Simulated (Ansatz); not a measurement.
# Two self-consistent states of La2NiO4, part 2 of 2

An SCF can end in more than one state. Here La2NiO4, a crystal from a database, its volume scaled a little, is run from each state found earlier: which lies lowest, and what else changes?

Ansatz 0.2.0; DFT, r2SCAN, with U_eff = 6.38 eV on Ni d, plane waves, PAW. The steps go on from the part before.

**4. Run from state B**

Input file input.yaml:

```yaml
crystal:
  lattice:
    - [-1.94690978, 1.94690978, 6.36356192]
    - [1.94690978, -1.94690978, 6.36356192]
    - [1.94690978, 1.94690978, -6.36356192]
  atoms:
    - { symbol: La, position: [0.3614, 0.3614, 0.0] }
    - { symbol: La, position: [0.6386, 0.6386, 0.0] }
    - { symbol: Ni, position: [0.0, 0.0, 0.0] }
    - { symbol: O, position: [0.5, 0.0, 0.5] }
    - { symbol: O, position: [0.0, 0.5, 0.5] }
    - { symbol: O, position: [0.177, 0.177, 0.0] }
    - { symbol: O, position: [0.823, 0.823, 0.0] }
kpoints:
  mp_grid: { grid: [6, 6, 6], shift: [0, 0, 0] }
magnetization:
  spin_polarized: false
scf:
  occupations: { method: fermi_dirac, width: 0.0152 }
  lower_state_search: "off"
  max_iter: 200
hamiltonian:
  pseudopotentials: { kind: paw }
  xc: r2scan
  hubbard:
    projectors: all-electron-ortho-atomic
    sites: [{ species: Ni, l: d, u_eff: 6.38 }]
basis:
  ecutwfc: 500
  fft_grid_basis: typed
output:
  forces: true
  stress: true
  eigenvalues: true
  bader: true
  populations: true
  elf: true
  write_potential: true
  volumetric_format: npy
  dos:
    e_range: [-12, 8]
    de: 0.05
    projected: { site_lists: { La: [La], Ni: [Ni], O: [O] } }
checkpoint:
  read: saved_state
```

Log:

```text
Warning: RAYON_NUM_THREADS=1 ignored (pool sized by the plan → 1); use --threads N
La: projections on atomic orbitals take those of the free atom [Kr 4d10] 4f0 5s2 5p6 5d1 6s2, of charge +0.00 (hamiltonian.pseudopotentials.projection_atoms); the dataset's partial waves leave at most 1.9e-5 of an orbital's norm unspanned inside its sphere
Ni: projections on atomic orbitals take those of the free atom [Ne] 3s2 3p6 3d8 4s2, of charge +0.00 (hamiltonian.pseudopotentials.projection_atoms); the dataset's partial waves leave at most 1.6e-6 of an orbital's norm unspanned inside its sphere
O: projections on atomic orbitals take those of the free atom [He] 2s2 2p4, of charge +0.00 (hamiltonian.pseudopotentials.projection_atoms); the dataset's partial waves leave at most 1.9e-8 of an orbital's norm unspanned inside its sphere
Engine: ansatz 0.2.0, x86_64-unknown-linux-gnu
Pseudopotentials: kind: paw
Pseudopotential: La, paw, valence charge 11, recommended cutoff 500 eV (meta_gga), La.paw.azcp
Pseudopotential: Ni, paw, valence charge 18, recommended cutoff 500 eV (meta_gga), Ni.paw.azcp
Pseudopotential: O, paw, valence charge 6, recommended cutoff 500 eV (meta_gga), O.paw.azcp
Functional definition: r2SCAN
  parameter k0 = 0.174
  parameter k1 = 0.065
  parameter a1 = 4.9479
  exchange = r2scan_x(k0 = k0, k1 = k1, a1 = a1)
  correlation = r2scan_c
Crystal: 7 atoms, lattice volume = 96.483 Å³
Basis set: ecut = 500 eV, 2471 PW (Γ), exchange–correlation on 216×216×216 points (64 copies of the dense FFT grid, shifted against one another)
Bands: 39, of which v1, the nominal top of the filled ones, is band 32 counted from 1 (31 counted from 0)
Symmetry: 16 space group operations
Space group: I4/mmm (ITA 139), of the structure as read, at distance tolerance 4.6e-5 Å
k-points: 30 of 216
Non-local potential: La, projectors of the file, l = 0: 3, l = 1: 2, l = 2: 2, l = 3: 3
Non-local potential: Ni, projectors of the file, l = 0: 3, l = 1: 2, l = 2: 3, l = 3: 1
Non-local potential: O, projectors of the file, l = 0: 2, l = 1: 2, l = 2: 1
PAW form: soft (Blöchl's): semilocal exchange-correlation on the pseudo side does not see the compensation charge
PAW frozen core: La, regenerated for the run's functional (the file was generated under x = pbe(κ = 0.804, μ = 0.2195149727645171), c = pbe(β = 0.06672455060314922))
PAW frozen core: Ni, regenerated for the run's functional (the file was generated under x = pbe(κ = 0.804, μ = 0.2195149727645171), c = pbe(β = 0.06672455060314922))
PAW frozen core: O, regenerated for the run's functional (the file was generated under x = pbe(κ = 0.804, μ = 0.2195149727645171), c = pbe(β = 0.06672455060314922))
PAW one-centre angular grid: La, 974 points (default); XC on 160 Gauss nodes
PAW one-centre angular grid: Ni, 590 points (default); XC on 160 Gauss nodes
PAW one-centre angular grid: O, 302 points (default); XC on 160 Gauss nodes
Initial density: read from a saved state, or passed on in memory by an earlier SCF of this step, an earlier step, the calling program or the single point that the run made first
Initial wavefunctions: pseudopotential atomic-orbital guess
Functional: x = r2scan, c = r2scan; τ floored in thin density (d = 2e-4 eV/Å³)
iter 1 solved again at ethr=1.19e-4 eV; its pass at ethr=3.10e-3 eV (dr2=7.65e-2 eV) is discarded
SCF iter   1: F=-20656.084768 eV  HF=-20654.777434 eV  |F-HF|=1.31e0  |Δ(HF+E_count)|=         —  Δρ=3.68e-2  dr2=7.63e-2  dr2_τ=3.01e-2  ethr=1.19e-4  ⟨swp⟩=2.5  Hψ=6701  notcnv=0
preconditioner: auto → Resta (q_TF=auto, 2.548 Å⁻¹)  ε∞=6.2  [insulator: Δε(μ)=1.152 eV  Ē_g=11.981 eV  σ=0.015 eV  W_gap=1.00  n_scr=32 (ndim 8)  ℏωp=27.3 eV  f_vac=0.009  D(μ)=0.00/eV (n_scr^D=0)  ε∞_Penn≈6.2]
SCF iter   2: F=-20656.119262 eV  HF=-20655.897360 eV  |F-HF|=2.22e-1  |Δ(HF+E_count)|=    1.12e0  Δρ=1.90e-2  dr2=2.07e-2  dr2_τ=3.22e-2  ethr=1.19e-4  ⟨swp⟩=3.9  Hψ=2612  notcnv=0
SCF iter   3: F=-20656.124241 eV  HF=-20656.126891 eV  |F-HF|=2.65e-3  |Δ(HF+E_count)|=   2.30e-1  Δρ=2.47e-3  dr2=3.83e-3  dr2_τ=7.86e-4  ethr=3.24e-5  ⟨swp⟩=3.4  Hψ=2635  notcnv=0  defer=1
SCF iter   4: F=-20656.126693 eV  HF=-20656.126736 eV  |F-HF|=4.35e-5  |Δ(HF+E_count)|=   1.55e-4  Δρ=6.15e-4  dr2=1.77e-4  dr2_τ=3.53e-5  ethr=5.98e-6  ⟨swp⟩=2.4  Hψ=2241  notcnv=0
SCF iter   5: F=-20656.126779 eV  HF=-20656.126802 eV  |F-HF|=2.32e-5  |Δ(HF+E_count)|=   6.61e-5  Δρ=3.22e-4  dr2=3.74e-5  dr2_τ=4.58e-6  ethr=2.76e-7  ⟨swp⟩=2.0  Hψ=2325  notcnv=0  defer=1
SCF iter   6: F=-20656.126880 eV  HF=-20656.126881 eV  |F-HF|=1.03e-6  |Δ(HF+E_count)|=   7.88e-5  Δρ=1.10e-4  dr2=7.53e-6  dr2_τ=6.84e-7  ethr=5.84e-8  ⟨swp⟩=2.1  Hψ=2172  notcnv=0  defer=1
SCF iter   7: F=-20656.126882 eV  HF=-20656.126883 eV  |F-HF|=6.41e-7  |Δ(HF+E_count)|=   1.96e-6  Δρ=4.21e-5  dr2=1.49e-6  dr2_τ=1.67e-7  ethr=1.18e-8  ⟨swp⟩=2.0  Hψ=1898  notcnv=0  defer=1
SCF iter   8: F=-20656.126883 eV  HF=-20656.126883 eV  |F-HF|=9.92e-8  |Δ(HF+E_count)|=   1.42e-7  Δρ=2.11e-5  dr2=2.68e-7  dr2_τ=1.02e-8  ethr=2.34e-9  ⟨swp⟩=2.0  Hψ=1698  notcnv=0  defer=1
SCF iter   9: F=-20656.126883 eV  HF=-20656.126883 eV  |F-HF|=2.33e-8  |Δ(HF+E_count)|=  3.46e-10  Δρ=6.98e-6  dr2=2.98e-8  dr2_τ=7.52e-10  ethr=1.56e-10  ⟨swp⟩=11.0  Hψ=8858  notcnv=0
SCF 1 converged in 9 iterations: F = -20656.126883 eV  dr2 = 2.98e-8
SCF converged after 9 iterations
Free energy (F): -20656.126883 eV
Harris-Foulkes:  -20656.126883 eV  (|F-HF|=2.33e-8)
Internal energy: -20656.126883 eV  (E = F + TS)
E sigma→0 (E₀):  -20656.126883 eV
Fermi energy:    12.651284 eV
--- Per-component energies (eV) ---
  E_band       = -401.514756
  E_kinetic    = 1365.262135
  E_local      = -7299.676849  (includes V_loc(G=0)·N_el)
  E_nonlocal   = 1027.329961
  E_hartree    = 3089.193031
  E_xc         = -637.858439
  E_vxc        = -860.700972  (∫ρ·V_xc dr)
  E_hubbard    = 1.436279  (on-site DFT+U / exact-exchange correction)
  E_vhub       = -23.969938  (the Hubbard potential's part of the band-sum identity)
  E_paw        = -13163.195448  (= ΣΔE_a)
  E_vpaw       = -839.547059  (= ΣTr[D̂ρ^β])
  E_aug_tail   = 0.004666  (compensation charges beyond the density's cutoff)
  E_vtau       = 51.389021  (kinetic-family band-sum trace: ∫τ·v_τ [+ j·A + Jᵃ·Aᵃ] dr)
  E_ewald      = -5038.331412
  E_core_change = -0.290807  (= ΣΔE_core)
  E_smearing   = -0.000000  (= −TS)
  E_closure    = -0.000000  (closes the sum)
  Σ components = -20656.126883   (vs F -20656.126883, Δ=0.00e0)
--- Forces (eV/Å), atoms counted from 1 ---
  atom   1  La    -0.00000000    -0.00000000     0.00956308
  atom   2  La     0.00000000    -0.00000000    -0.00956308
  atom   3  Ni    -0.00000000     0.00000000     0.00000000
  atom   4  O      0.00000000     0.00000000     0.00000000
  atom   5  O      0.00000000     0.00000000     0.00000000
  atom   6  O      0.00000000    -0.00000000     1.37849404
  atom   7  O      0.00000000     0.00000000    -1.37849404
  max |Σ_I F_I| component: 2.22e-16 eV/Å
--- Stress (GPa, compression-positive) ---
       -9.784498       0.000000       0.000000
        0.000000      -9.784498       0.000000
       -0.000000       0.000000       4.945886
  P = ⅓ Tr σ = -4.8744 GPa (-48.744 kbar)
--- Band table (eV; the first three rows and the last of 30) ---
  k-point 0: bands = ["-93.9661", "-53.5971", "-53.5971", "-51.5324", "-20.5524", "-20.3569", "-8.1032", "-6.4186", "-6.3834", "-6.0646", "-3.5851", "-3.5851", "-3.5293", "-3.5293", "-2.9462", "-2.4538", "6.5999", "7.1381", "7.1381", "7.7329", "7.8388", "8.1446", "8.1446", "8.4260", "9.4782", "9.4782", "9.7251", "9.7251", "10.3381", "10.3381", "10.7426", "10.7816", "13.1916", "14.3037", "15.2618", "15.3168", "15.8450", "15.8955", "15.9400"]
  k-point 1: bands = ["-93.9659", "-53.5972", "-53.5971", "-51.5323", "-20.5091", "-20.3448", "-7.8877", "-6.6660", "-6.5884", "-6.2799", "-3.7504", "-3.4391", "-3.4056", "-3.2622", "-2.8352", "-2.6706", "6.0607", "6.8270", "7.1474", "7.3933", "7.6130", "7.8246", "8.6623", "9.1941", "9.3381", "9.3462", "9.4593", "9.5750", "9.5977", "10.1909", "10.7699", "11.2329", "13.9465", "14.7894", "15.4174", "15.6702", "15.8477", "15.9394", "15.9663"]
  k-point 2: bands = ["-93.9658", "-53.5974", "-53.5973", "-51.5323", "-20.4250", "-20.3215", "-7.4774", "-7.0816", "-6.5862", "-6.3676", "-4.0622", "-3.6116", "-3.3042", "-3.2489", "-3.1458", "-2.7585", "5.3809", "5.7897", "7.0272", "7.2559", "7.6115", "7.8635", "8.9764", "9.0933", "9.1273", "9.6437", "9.6741", "9.8141", "10.1647", "10.2887", "10.5884", "11.8628", "15.3105", "15.5274", "15.5526", "15.7661", "15.8461", "15.8741", "15.9193"]
  k-point 29: bands = ["-93.9660", "-53.5970", "-53.5970", "-51.5323", "-20.4623", "-20.4504", "-8.0848", "-6.4802", "-6.4186", "-5.8478", "-3.7183", "-3.7183", "-3.3859", "-3.3859", "-2.8716", "-2.7790", "6.6002", "7.1107", "7.1107", "8.1036", "8.1119", "8.1119", "8.2155", "8.4775", "9.0459", "9.0459", "9.7427", "10.2580", "10.2580", "10.3249", "10.3249", "11.2625", "13.1797", "13.6420", "15.1122", "15.6380", "15.8223", "15.8831", "15.9500"]
Occupation matrices written to <dir>
--- Löwdin populations: 7 sites ---
  site symbol       q [e]
     0     La     10.0095
     1     La     10.0095
     2     Ni     16.8481
     3      O      6.7465
     4      O      6.7465
     5      O      6.7196
     6      O      6.7196
  spilling = 0.003135 (of n_electrons = 64.000000)
--- Bader charges: 7 sites ---
  site symbol  charge [e]  shift [e]
     0     La      2.1065     0.0001
     1     La      2.1065     0.0001
     2     Ni      1.1797     0.0078
     3      O     -1.3066     0.0042
     4      O     -1.3066     0.0042
     5      O     -1.3897     0.0003
     6      O     -1.3897     0.0003
  estimated error of the sums over rays = 3.9e-4 e
```

Wall time 85 s (1 thread of an x86-64 CPU, shared host); peak memory 1.4 GiB.

**5. What state B looks like**

States per cell by energy window, from dos.tsv and pdos.tsv (tetrahedra; eV from the Fermi level):

| from | to | total | La d | Ni d | O p |
| --- | --- | --- | --- | --- | --- |
| -8.0 | -7.0 | 0.69 | 0.03 | 0.24 | 0.34 |
| -7.0 | -6.0 | 2.85 | 0.12 | 1.43 | 1.12 |
| -6.0 | -5.0 | 5.03 | 0.30 | 1.93 | 2.57 |
| -5.0 | -4.0 | 4.92 | 0.43 | 1.83 | 2.40 |
| -4.0 | -3.0 | 7.71 | 0.96 | 0.83 | 5.45 |
| -3.0 | -2.0 | 8.62 | 0.40 | 1.25 | 6.49 |
| -2.0 | -1.0 | 1.00 | 0.04 | 0.38 | 0.52 |
| -1.0 | 0.0 | 1.18 | 0.04 | 0.48 | 0.59 |
| 0.0 | 1.0 | 0.15 | 0.00 | 0.13 | 0.01 |
| 1.0 | 2.0 | 1.38 | 0.19 | 0.80 | 0.19 |
| 2.0 | 3.0 | 3.91 | 0.75 | 0.38 | 0.23 |

On the mesh the valence top lies at -0.52 eV and the conduction bottom at 0.53 eV on this scale. The bands computed are complete only to about 3.2 eV above the Fermi level.

Gathered by element (positive charge: electrons given up): Löwdin charges also hold the electrons that the projection spills.

| element | atoms | Bader charge (e) | Bader volume (Å³) | Löwdin charge (e) |
| --- | --- | --- | --- | --- |
| La | 2 | +2.11 | 18.4 | +0.99 |
| Ni | 1 | +1.18 | 8.2 | +1.15 |
| O | 4 | -1.39 to -1.31 | 10.9 to 14.8 | -0.75 to -0.72 |

Löwdin charges rest on a small set of atomic orbitals that misses 0.3 % of the electrons, so they need not add up to the cell's charge and can differ from Bader's even in sign.

Occupation eigenvalues of the Hubbard shells:

| atom | shell | spin | eigenvalues |
| --- | --- | --- | --- |
| Ni3 | d | each | 0.25 0.98 0.99 0.99 1.00 |

**6. Results**

The summary covers parts 1 to 2.

| state | free energy (meV/atom) | largest site moment (μB) | size of the net moment (μB/cell) | gap (eV) | pressure (GPa) | largest force (eV/Å) | SCF cycles |
| --- | --- | --- | --- | --- | --- | --- | --- |
| A | 0.0 | 1.73 | 2.00 | 0.44 | -1.6 | 0.69 | 10 |
| B | 277.0 | – | – | 1.05 | -4.9 | 1.38 | 9 |

State A lies lowest, 277.0 meV per atom under state B. Gaps that take in a band path and gaps read on the mesh alone aren't sampled alike. At the same volume their pressures differ by 3.3 GPa, the state with the larger moments having the higher pressure, so it wants the larger volume. Not all runs allow spin: where it is off, the gap in energy is mostly the cost of forbidding moments, not two ends of one search.

Limits of this run: gaps of Fe, Co and Ni magnets can come out low on these datasets.
